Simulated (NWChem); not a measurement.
# C2HF2Ge (SMILES C#[C][Ge]([F])[F]) at UHF/STO-3G

Aim: the vertical doublet–quartet gap of C2HF2Ge at UHF/STO-3G, from 2 runs. 

The calculation is run with NWChem 7.3.0.

### 1 The system as given

The species is C2HF2Ge (6 atoms), meant as a doublet with charge 0. SMILES: `C#[C][Ge]([F])[F]`. Geometry: relaxed at PBE0-D4/def2-TZVP.

Bond lengths: C1–C2 1.206 Å, C2–Ge3 1.892 Å, Ge3–F4 1.728 Å, Ge3–F5 1.728 Å, C1–H6 1.067 Å. Angles: C1–C2–Ge3 171.1°, C2–Ge3–F4 108.5°, C2–Ge3–F5 108.5°, F4–Ge3–F5 104.7°, C2–C1–H6 178.2°.

### 2 Energy and forces at UHF/STO-3G

mymol.nw reads:

```
START mymol
TITLE "C2HF2Ge gradient"
memory 2200 mb
GEOMETRY units angstrom noautosym nocenter noautoz
 C       -0.190100       0.518400       1.692900
 C       -0.131400       0.204200       0.530300
 Ge      -0.289600      -0.139700      -1.323100
 F       -0.276600      -1.850600      -1.565100
 F        1.142900       0.424100      -2.108200
 H       -0.213200       0.779700       2.727000
END
BASIS spherical bse
 * library STO-3G
END
SCF
 doublet
 uhf
 thresh 1e-08
 maxiter 80
 print medium
END
TASK scf gradient
```

Run with:

```bash
$ nwchem mymol.nw > mymol.out
```

What it wrote, cut to the lines that bear on the results:

```text
[...]
  functions       =    39
[...]
  wavefunction    = UHF
[...]
         Total SCF energy =  -2323.133354998843
      One electron energy =  -3936.113390903688
      Two electron energy =   1274.540516337592
 Nuclear repulsion energy =    338.439519567253
                       Sz =      0.5000
                 Sz(Sz+1) =      0.7500
                      S^2 =      0.9418
[...]
                         UHF ENERGY GRADIENTS
    atom               coordinates                        gradient
                 x          y          z           x          y          z
   1 C      -0.359237   0.979634   3.199117   -0.003250   0.010738   0.036483
   2 C      -0.248310   0.385882   1.002122    0.005493  -0.004111  -0.002904
   3 Ge     -0.547265  -0.263995  -2.500296   -0.022159   0.009692  -0.017077
   4 F      -0.522698  -3.497127  -2.957610   -0.001614  -0.026301  -0.003683
   5 F       2.159768   0.801433  -3.983920    0.021235   0.010262  -0.012426
   6 H      -0.402890   1.473419   5.153283    0.000295  -0.000279  -0.000392
[...]
```

Run time: 9.9 s. Hardware: 1 thread of AMD EPYC 9R45 (Zen 5), shared host; peak memory 0.1 GiB.

### 3 The quartet: the energy at UHF/STO-3G

c2hf2ge.nw reads:

```
start c2hf2ge
title "C2HF2Ge energy"
memory total 2200 mb

geometry units angstroms noautosym nocenter noautoz
 C    -0.190100    0.518400    1.692900
 C    -0.131400    0.204200    0.530300
 Ge   -0.289600   -0.139700   -1.323100
 F    -0.276600   -1.850600   -1.565100
 F     1.142900    0.424100   -2.108200
 H    -0.213200    0.779700    2.727000
end

basis spherical bse
 * library STO-3G
end

scf
 quartet
 uhf
 thresh 1e-08
 maxiter 80
 noprint "final vectors analysis"
end

task scf energy
```

Run with:

```bash
$ nwchem c2hf2ge.nw > c2hf2ge.out
```

What it wrote, cut to the lines that bear on the results:

```text
[...]
  functions       =    39
[...]
  wavefunction    = UHF
[...]
         Total SCF energy =  -2322.930125849373
      One electron energy =  -3936.366653591835
      Two electron energy =   1274.997008175208
 Nuclear repulsion energy =    338.439519567253
                       Sz =      1.5000
                 Sz(Sz+1) =      3.7500
                      S^2 =      3.8100
[...]
```

It took 8.7 s on 1 thread of AMD EPYC 9R45 (Zen 5), shared host; peak memory 0.099 GiB.

### 4 Summary of results

At UHF/STO-3G:

| quantity | value |
| --- | --- |
| doublet: total energy | -2323.13335 Eh |
| doublet: dipole moment | 1.79 D |
| doublet: HOMO energy (highest over α and β) | -7.16 eV |
| doublet: LUMO energy (lowest over α and β) | 3.89 eV |
| doublet: ⟨S²⟩ | 0.942 |
| doublet: largest force on an atom | 1.963 eV/Å |
| quartet: total energy | -2322.93013 Eh |
| quartet: dipole moment | 1.83 D |
| quartet: ⟨S²⟩ | 3.810 |
| vertical energy of the quartet above the doublet | 5.530 eV |

**Reading.** At this shape the quartet lies 5.53 eV (128 kcal/mol) above the doublet. The largest force (doublet) is 1.96 eV/Å: the shape isn't a stationary point for this species at this level. In a minimal basis such a difference can be off by several eV, whatever the method. ⟨S²⟩ (doublet) is 0.94 where a pure doublet has 0.75: the reference is spin-contaminated. Mulliken charges (doublet) run from -0.29 on F4 to +0.86 on Ge3; they depend strongly on the basis.
